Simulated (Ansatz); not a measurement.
# CW: the cost of one run

Method: the levels named in each step, in Ansatz 0.2.0.

**1. The starting structure**

Bond lengths: C1–W2 1.962 Å.

As a file:

```xyz
2

C     0.0000    0.0000    0.0000
W     0.0000    0.0000    1.9622
```

**2. A rough first relaxation, PBE-D4/def2-SVP**

Input file input.yaml:

```yaml
crystal:
  periodic: [false, false, false]
  atoms:
    - { symbol: C, position_ang: [0.0, 0.0, 0.0] }
    - { symbol: W, position_ang: [0.0, 0.0, 1.96222] }
magnetization:
  spin_polarized: true
  initial_magnetization: 2
total_charge: 2
basis:
  gaussian: { orbitals: def2-SVP }
hamiltonian:
  xc: pbe
  dispersion: d4
relax:
  f_tol: 0.03
  max_steps: 200
```

Started as:

```
$ ansatz run input.yaml --threads 2 --pin off --max-ram 5120MiB --backend cpu --events-out ev --progress --plain --runs-dir out
```

Q: Estimate wall time and peak memory on 2 threads of Arm Neoverse V2, shared host.

About 26 s, with a peak of 0.12 GiB.
